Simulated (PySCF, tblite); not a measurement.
**C5H4F3O2 radical: geometry, infrared bands and EPR parameters**

What infrared bands and EPR parameters should C5H4F3O2 radical (`[CH2]C(=O)O/C(F)=C\C(F)F`) show?

The runs use tblite 0.8.0 and PySCF 2.14.0, with density-fitted response routines of our own; the level of theory stands in each step. All values are computed, except where a source is named. Atoms are numbered from 0 throughout.

## 1. Starting geometry

14 atoms, charge 0, multiplicity 2; geometry from: force field or distance geometry start.

Bonds of the start (Å): C0–C1 1.52, C1–O2 1.23, C1–O3 1.31, O3–C4 1.34, C4–F5 1.41, C4–C6 1.29, C6–C7 1.47, C7–F8 1.38, C7–F9 1.42, C0–H10 1.08, C0–H11 1.09, C6–H12 1.12, C7–H13 1.11.

## 2. Optimising the geometry with GFN2-xTB

Job settings and geometry (Å):

```
{"job": {"kind": "relax", "xc": "GFN2-xTB", "basis": "xTB"}, "charge": 0, "multiplicity": 2}
C      3.018400     0.486900     0.161700
C      1.502200     0.415700     0.086000
O      0.884600     1.473800     0.048200
O      0.901100    -0.743400     0.084200
C     -0.301600    -1.324500     0.055400
F     -0.240600    -2.736300     0.100600
C     -1.507800    -0.870200    -0.039100
C     -1.970200     0.527500    -0.110200
F     -1.840900     1.081300     1.142500
F     -3.359100     0.397300    -0.399600
H      3.330800     0.589700     1.195200
H      3.396400     1.231300    -0.545000
H     -2.319800    -1.635800    -0.037800
H     -1.494300     1.106300    -0.924100
```

Command:

```sh
OMP_NUM_THREADS=1 python probes_run.py task.json out
```

This one command runs all jobs of the session in turn.

Standard output:

```text
step      E/eV     max force
  0    -950.50200    3.142
  1    -950.84368    2.149
  2    -951.02632    1.389
  3    -951.11099    1.072
  4    -951.18588    1.078
  5    -951.22667    0.933
  6    -951.28274    0.902
  7    -951.33935    0.718
  8    -951.36867    0.490
  9    -951.39261    0.380
 10    -951.42062    0.505
 11    -951.45862    0.865
 12    -951.50303    0.867
 13    -951.54486    0.479
 14    -951.57895    0.442
 15    -951.61334    0.580
 16    -951.62148    1.453
 17    -951.68582    0.602
 18    -951.71668    0.436
 19    -951.76665    0.500
 20    -951.79060    0.565
 21    -951.81519    0.388
 22    -951.84464    0.453
 23    -951.85889    0.484
 24    -951.87773    0.335
 25    -951.88633    0.196
 26    -951.89162    0.197
 27    -951.89555    0.259
 28    -951.89939    0.189
 29    -951.90267    0.133
 30    -951.90465    0.111
 31    -951.90717    0.141
 32    -951.90926    0.107
 33    -951.91082    0.096
 34    -951.91226    0.111
 35    -951.91438    0.168
 36    -951.91785    0.210
 37    -951.92297    0.209
 38    -951.92852    0.206
 39    -951.93252    0.179
 40    -951.93513    0.141
 41    -951.93718    0.120
 42    -951.93970    0.138
 43    -951.94359    0.170
 44    -951.94860    0.184
 45    -951.95337    0.224
 46    -951.95671    0.191
 47    -951.95943    0.214
 48    -951.96216    0.120
 49    -951.96707    0.217
 50    -951.96903    0.182
 51    -951.97100    0.118
 52    -951.97276    0.101
 53    -951.97478    0.117
 54    -951.97616    0.088
 55    -951.97713    0.074
 56    -951.97796    0.060
 57    -951.97893    0.070
 58    -951.97960    0.057
 59    -951.98005    0.054
 60    -951.98039    0.052
 61    -951.98080    0.046
 62    -951.98127    0.050
 63    -951.98177    0.065
 64    -951.98229    0.071
 65    -951.98294    0.073
 66    -951.98381    0.080
 67    -951.98499    0.110
 68    -951.98669    0.126
 69    -951.98926    0.137
 70    -951.99256    0.153
 71    -951.99606    0.113
 72    -951.99710    0.245
 73    -951.99970    0.181
 74    -952.00049    0.062
 75    -952.00110    0.065
 76    -952.00163    0.057
 77    -952.00227    0.057
 78    -952.00267    0.048
 79    -952.00297    0.045
 80    -952.00324    0.042
 81    -952.00362    0.039
 82    -952.00407    0.062
 83    -952.00453    0.068
 84    -952.00490    0.056
 85    -952.00518    0.066
 86    -952.00542    0.064
 87    -952.00566    0.039
 88    -952.00583    0.025
 89    -952.00590    0.019
 90    -952.00596    0.018
 91    -952.00602    0.017
 92    -952.00608    0.017
 93    -952.00612    0.016
 94    -952.00614    0.012
 95    -952.00616    0.012
 96    -952.00619    0.012
 97    -952.00624    0.017
 98    -952.00629    0.023
 99    -952.00634    0.024
100    -952.00641    0.021
101    -952.00649    0.020
102    -952.00655    0.012
103    -952.00657    0.010
104    -952.00658    0.007
```

Wall time 0.56 s (1 thread of Arm Neoverse V2, shared host).

Step by step: (not every step is listed)

| step | energy from step 0 (eV) | largest force (eV/Å) |
| --- | --- | --- |
| 0 | 0.0000 | 3.1419 |
| 1 | -0.3417 | 2.1491 |
| 2 | -0.5243 | 1.3891 |
| 3 | -0.6090 | 1.0716 |
| 4 | -0.6839 | 1.0781 |
| 5 | -0.7247 | 0.9328 |
| 6 | -0.7807 | 0.9018 |
| 7 | -0.8374 | 0.7175 |
| 8 | -0.8667 | 0.4903 |
| 17 | -1.1838 | 0.6018 |
| 26 | -1.3896 | 0.1973 |
| 35 | -1.4124 | 0.1678 |
| 44 | -1.4466 | 0.1842 |
| 53 | -1.4728 | 0.1166 |
| 62 | -1.4793 | 0.0497 |
| 71 | -1.4941 | 0.1134 |
| 80 | -1.5012 | 0.0422 |
| 89 | -1.5039 | 0.0194 |
| 98 | -1.5043 | 0.0232 |
| 99 | -1.5043 | 0.0242 |
| 100 | -1.5044 | 0.0211 |
| 101 | -1.5045 | 0.0201 |
| 102 | -1.5045 | 0.0124 |
| 103 | -1.5046 | 0.0099 |
| 104 | -1.5046 | 0.0073 |

Distances of close pairs at the start and the end, largest changes first:

| bond | before (Å) | after (Å) | change (Å) |
| --- | --- | --- | --- |
| C0–C1 | 1.520 | 1.409 | -0.111 |
| C1–O3 | 1.306 | 1.395 | +0.090 |
| C4–F5 | 1.414 | 1.337 | -0.077 |
| C7–F9 | 1.425 | 1.351 | -0.074 |
| C4–C6 | 1.292 | 1.332 | +0.039 |
| C6–H12 | 1.116 | 1.077 | -0.039 |
| C0–H11 | 1.094 | 1.074 | -0.020 |
| C6–C7 | 1.474 | 1.494 | +0.020 |

The next job starts from the end point, and lists it.

## 3. Infrared spectrum with GFN2-xTB

Job settings and geometry (Å):

```
{"job": {"kind": "ir", "xc": "GFN2-xTB", "basis": "xTB"}, "charge": 0, "multiplicity": 2}
C      2.497888     0.818167     0.394550
C      1.328183     0.309177    -0.203249
O      0.718781     0.759746    -1.152099
O      0.925555    -0.872815     0.419346
C     -0.242216    -1.442038     0.107024
F     -0.112058    -2.771900     0.060158
C     -1.436468    -0.892804    -0.105303
C     -1.727209     0.568012     0.009194
F     -1.113775     1.117854     1.091726
F     -3.051637     0.768477     0.184060
H      2.945205     0.310484     1.227798
H      2.944181     1.707494    -0.009312
H     -2.276393    -1.528235    -0.331922
H     -1.400716     1.147909    -0.874062
```

Standard output:

```text
mode    cm-1     km/mol
  1      59.2      4.60
  2      83.2      2.72
  3     106.9      2.47
  4     144.7      4.23
  5     170.7      0.86
  6     201.0     12.72
  7     309.0      1.63
  8     341.0      1.18
  9     391.8      0.15
 10     399.1      7.93
 11     465.0      6.27
 12     516.6     10.98
 13     548.3      0.98
 14     586.6      6.05
 15     636.5     11.68
 16     647.6     47.91
 17     745.6     61.78
 18     773.1     44.55
 19     848.6     40.60
 20     947.5     34.81
 21     982.8     36.84
 22    1002.9     54.67
 23    1040.6    194.67
 24    1101.8    170.76
 25    1122.7     51.05
 26    1168.0     24.44
 27    1227.3     78.12
 28    1239.1     11.14
 29    1280.7     39.07
 30    1349.4      1.11
 31    1639.0    223.44
 32    1682.9    179.96
 33    2832.1     34.53
 34    3127.6     25.46
 35    3128.0     10.31
 36    3189.8      0.05
```

It took 0.38 s on 1 thread of Arm Neoverse V2, shared host.

Which atoms move in the most intense modes:

| cm⁻¹ | km/mol | atoms |
| --- | --- | --- |
| 746 | 61.8 | H11 28 %, C0 26 %, H10 24 %, C1 19 % |
| 1003 | 54.7 | O3 28 %, C7 20 %, H12 13 %, F8 10 % |
| 1041 | 194.7 | C7 48 %, F9 29 % |
| 1102 | 170.8 | C4 17 %, C7 16 %, H12 14 %, C1 13 % |
| 1123 | 51.0 | C7 20 %, H12 17 %, H13 12 %, C1 12 % |
| 1227 | 78.1 | H13 66 %, C4 14 % |
| 1639 | 223.4 | C1 64 %, O2 34 % |
| 1683 | 180.0 | C4 51 %, C6 44 % |

## 4. EPR parameters: B3LYP/pcH-1

The job, as its differences from that of step 3:

```diff
@@ -1,2 +1,2 @@
-{"job": {"kind": "ir", "xc": "GFN2-xTB", "basis": "xTB"}, "charge": 0, "multiplicity": 2}
+{"job": {"kind": "epr", "basis": "pcH-1"}, "charge": 0, "multiplicity": 2}
 C      2.497888     0.818167     0.394550
```

With the program's defaults for keys left out, this is: UKS B3LYP, pcH-1 on C F H O, non-relativistic, mean-field spin-orbit, GIAO.

Standard output:

```text
UKS, coarse grid
  cycle   1  E = -642.59341746  |g| = 8.91e-01
  cycle   2  E = -641.83222484  |g| = 1.68e+00
  cycle   3  E = -642.81755593  |g| = 3.61e-01
  cycle   4  E = -642.86392710  |g| = 9.65e-02
  cycle   5  E = -642.86667561  |g| = 3.42e-02
  cycle   6  E = -642.86715006  |g| = 1.42e-02
  cycle   7  E = -642.86725608  |g| = 6.62e-03
  cycle   8  E = -642.86728746  |g| = 2.34e-03
  cycle   9  E = -642.86729452  |g| = 1.22e-03
  cycle  10  E = -642.86729500  |g| = 5.02e-04
UKS, final grid
  cycle   1  E = -642.86727201  |g| = 7.23e-04
  cycle   2  E = -642.86727162  |g| = 1.34e-03
  cycle   3  E = -642.86727224  |g| = 2.05e-04
  cycle   4  E = -642.86727226  |g| = 9.72e-05
  cycle   5  E = -642.86727227  |g| = 5.12e-05
  cycle   6  E = -642.86727228  |g| = 1.30e-05
E = -642.86727228 Eh   <S^2> = 0.7586 (exact 0.7500)
g shifts (ppm)      1          2          3
  rmc          -178       -178       -178
  gc             -2         40         41
  oz_so         -12       1595       3314
  total        -193       1456       3177
hyperfine (MHz)  atom isotope    a_iso     a_fc   dipolar eigenvalues
    0   13C      70.77      70.77    -70.12    -69.60    139.72
    1   13C     -47.49     -47.49    -10.65      2.08      8.57
    2   17O     -15.04     -15.04    -68.89     34.40     34.49
    3   17O       2.90       2.90     -8.12      3.30      4.83
    4   13C      -3.72      -3.72     -2.39      0.57      1.82
    5   19F       1.02       1.02     -8.18      0.19      7.99
    6   13C       2.03       2.03     -2.54     -1.67      4.21
    7   13C       4.70       4.70     -0.61     -0.07      0.68
    8   19F       1.80       1.80     -1.58      0.24      1.34
    9   19F       5.01       5.01     -3.22     -3.07      6.29
   10    1H     -56.29     -56.29    -33.24     -2.18     35.42
   11    1H     -56.17     -56.17    -32.25     -2.44     34.68
   12    1H      -1.22      -1.22     -1.63     -0.65      2.28
   13    1H       7.56       7.56     -2.69     -1.46      4.14
```

Wall time 1.7 min (1 thread of Arm Neoverse V2, shared host); peak memory 1.1 GiB.

Principal g values 2.00213, 2.00378, 2.00550; g(iso) = 2.00380, against 2.00232 for a free electron.

Hyperfine couplings; where a row names several nuclei, a(iso) is their mean (it holds for fast rotation or exchange) and the dipolar term the largest among them:

| nuclei | isotope | a(iso) (MHz) | a(iso) (G, at g = 2.0023) | largest dipolar term (MHz) |
| --- | --- | --- | --- | --- |
| C0 | 13C | 70.8 | 25.3 | 139.7 |
| H10, H11 | 1H | -56.2 | -20.1 | 35.4 |
| C1 | 13C | -47.5 | -16.9 | -10.6 |
| O2 | 17O | -15.0 | -5.4 | -68.9 |
| H13 | 1H | 7.6 | 2.7 | 4.1 |
| C7 | 13C | 4.7 | 1.7 | 0.7 |
| C4 | 13C | -3.7 | -1.3 | -2.4 |
| F8, F9 | 19F | 3.4 | 1.2 | 6.3 |
| O3 | 17O | 2.9 | 1.0 | -8.1 |
| C6 | 13C | 2.0 | 0.7 | 4.2 |
| H12 | 1H | -1.2 | -0.4 | 2.3 |
| F5 | 19F | 1.0 | 0.4 | -8.2 |

Mulliken spin populations:

C0 0.91; C1 -0.09; O2 0.22; O3 0.02; C4 -0.01; F5 0.00; C6 0.03; C7 0.00; F8 0.00; F9 0.00; H10 -0.04; H11 -0.04; H12 0.00; H13 0.00

In first order the couplings over 0.8 MHz of 1H, 19F give 72 distinct lines over 46.1 G, if the averaged nuclei exchange fast; the same motion can average rows kept apart here too.

The fields below are evaluated on a grid from the run's orbitals.

ELF in a plane through or near 8 of the atoms.

Ten even steps from ' ' (0.00) to '@' (0.99):
```
                                                        
                                                        
                                                        
                                                        
                                                        
                                      --++==..          
        ==%%%%**..              --==::**%%##==          
      ::%%@@@@@@++......      ::**--==##%%%%**..        
      ..%%@@@@@@**++====::    ..--++..++####==..        
        ::****==::@@**==--      ##@@%%::                
        ..++##++**##==##**::..::++::::####--            
        ..++##**::  ==**--##**==%%--==@@@@@@##          
          ::==::  ..####++%%==@@==**++@@@@@@##          
                  ::##%%++::--##++..  ..++++..          
                    ::..  --##++####--                  
                        ..**%%%%%%##==                  
                          ::--==--::                    
                                                        
                                                        
                                                        
```
The map spans 11.7 Å across and 10.5 Å up, centred on the molecule. Atoms in the plane (x, y in Å): C0 (-2.6, 0.2), O3 (-0.7, -1.1), C4 (0.6, -1.3), F5 (0.8, -2.7), C6 (1.6, -0.5), C7 (1.5, 1.0), H11 (-3.2, 1.0), H12 (2.6, -0.9).

log10 of the density (e/Å³) in the same plane.

Ten even steps from ' ' (-4.0) to '@' (1.7):
```
                                                        
                                                        
                                                        
                                                        
                          ....::::::::----::::          
        ..::::::::::....::::----======++++++==::        
      ::--========--------====++++****####**++==::      
    ..--==++****++++========++**########%%##++==::      
    ::--==**####******++++==++**##@@######**++--::      
    ::--==**##@@%%####****++==++**####**++====::        
    ..--==++**##########****++**##%%##**++==--::        
    ..::--==++++++++**%%%%##############**++==::..      
      ::----======++**%%%%####@@##********++--::        
        ..::::::--==++********####**++====--::..        
            ......--======**##%%%%**++--::::..          
                    ..::==++**%%##**++--..              
                      ..--==++++++==--::                
                        ..::--------::                  
                              ..                        
                                                        
```
The map spans 11.7 Å across and 10.5 Å up, centred on the molecule. Atoms in the plane (x, y in Å): C0 (-2.6, 0.2), O3 (-0.7, -1.1), C4 (0.6, -1.3), F5 (0.8, -2.7), C6 (1.6, -0.5), C7 (1.5, 1.0), H11 (-3.2, 1.0), H12 (2.6, -0.9).

On the surface of density 0.002 e/bohr³ the electrostatic potential runs, from the 1st to the 99th percentile, from -0.97 V near O2 to 1.61 V near H11.

The spin density lies nearest to C0 54 %; O2 18 %; H10, H11 about 7 % each; C1 7 % (both signs).

## 5. Outcome

| quantity | value |
| --- | --- |
| strongest single infrared mode (GFN2-xTB) | 1639 cm⁻¹, 223 km/mol |
| zero-point energy (GFN2-xTB) | 51.5 kcal/mol |
| g(iso) (B3LYP) | 2.00380 |
| ⟨S²⟩ | 0.759 (exact 0.75) |
| largest a(iso) (averaged by class) | 13C on C0, 70.8 MHz |
| potential on the surface of density 0.002 e/bohr³, 1st and 99th percentile | -0.97 V and 1.61 V |

**Reading.** The optimisation took 104 steps and gained 1.505 eV; among the close pairs (by a distance rule), C0–C1 changed most, from 1.520 to 1.409 Å. No mode is imaginary among the 36: a minimum at this level. The strongest single mode, at 1639 cm⁻¹, moves mainly C1 and O2. GFN2-xTB is a fitted tight-binding method: band positions and strengths are rough. Its intensities can rank the bands wrongly. C0 carries the largest spin population, 0.91 e. The isotropic g lies 1.5 ppt above the free-electron value.
